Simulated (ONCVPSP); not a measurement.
# An ONCV potential for Be, from input to tests

Do these settings give a usable potential? It is generated, then checked for transferability, scattering, ghosts and hardness.

Method: ONCVPSP 4.0.1, PW91, scalar-relativistic.

## 1. Starting point

The settings as typed:

| Property | Result |
| --- | --- |
| element | beryllium (Be, Z = 4) |
| type | optimised norm-conserving Vanderbilt (ONCV) |
| frozen core | [He] |
| valence charge | 2 |
| reference configuration | 2s1.5 (charge +0.5) |
| partial waves | 2s: rc 1.75 bohr, ncon 5, nbas 8, qcut 3 1/bohr, 2 projectors, debl 0.8 Ha; p scattering state at 0.14 Ha: rc 1.85 bohr, ncon 5, nbas 9, qcut 4.8 1/bohr, 2 projectors, debl 3.6 Ha; d scattering state at 0.15 Ha: rc 1.55 bohr, ncon 3, nbas 8, qcut 6.5 1/bohr, 2 projectors, debl 3.1 Ha |
| local potential | polynomial inside 1.45 bohr (lpopt 5, dvloc0 0 Ha) |
| core correction | Teter function fitted to the true core (icmod 2), fcfact 0.15 |

## 2. The generation run

Contents of Be.dat:

```
# ATOM AND REFERENCE CONFIGURATION
# atsym  z   nc   nv     iexc    psfile
  Be 4.00    1    1  -109134      upf
#
#   n    l    f
    1    0    2.00
    2    0    1.50
#
# PSEUDOPOTENTIAL AND OPTIMIZATION
# lmax
    2
#
#   l,   rc,      ep,       ncon, nbas, qcut
    0    1.75    0.00    5    8    3.00
    1    1.85    0.14    5    9    4.80
    2    1.55    0.15    3    8    6.50
#
# LOCAL POTENTIAL
# lloc, lpopt,  rc(5),   dvloc0
    4    5    1.45    0.00
#
# VANDERBILT-KLEINMAN-BYLANDER PROJECTORs
# l, nproj, debl
    0    2    0.80
    1    2    3.60
    2    2    3.10
#
# MODEL CORE CHARGE
# icmod, fcfact, rcfact
    2    0.15    1.05
#
# LOG DERIVATIVE ANALYSIS
# epsh1, epsh2, depsh
   -2.00    5.00    0.02
#
# OUTPUT GRID
# rlmax, drl
    6.00    0.01
#
# TEST CONFIGURATIONS
# ncnf
    4
# nvcnf
#   n    l    f
    1
    2    0    2.00
#
    1
    2    0    1.00
#
    2
    2    0    1.00
    2    1    1.00
#
    2
    2    0    0.00
    2    1    1.00
#
```

Started as:

```sh
oncvpsp.x < Be.dat > Be.out
```

**Question.** What will these runs give? Wanted: cutoffs for 1 and 0.1 mHa per electron, occupied waves; bound ghosts; GHOST(+) flags; largest test error; largest phase difference near zero energy, channels read; rms error of d²Exc/dn², without and with the model core; projector energies reset by the program.

As calculated:

```
                                                quantity                 value
  cutoffs for 1 and 0.1 mHa per electron, occupied waves      7.6 Ha and 37 Ha
                                            bound ghosts            none found
                                          GHOST(+) flags    none at low energy
                            largest test error (AE − PS)  +17 meV, for 2s0 2p1
largest phase difference near zero energy, channels read             0.000 rad
 rms error of d²Exc/dn², without and with the model core     2.50 and 1.87 mHa
                 projector energies reset by the program    p: 0.050, 3.650 Ha
```

**Reading.** The worst unpolarised test, 2s0 2p1, is off by 17 meV on 9.7 eV; by total energies transferability rates as good. The potential is soft on the atom at that tolerance: the looser tolerance needs 7.6 Ha. The tighter tolerance needs 37 Ha, and converged work needs a cutoff nearer that. No bound ghost shows below the valence levels. Near zero energy the phases of the channels with partial waves agree within 0.001 rad. All of this concerns the isolated atom, not yet a solid.
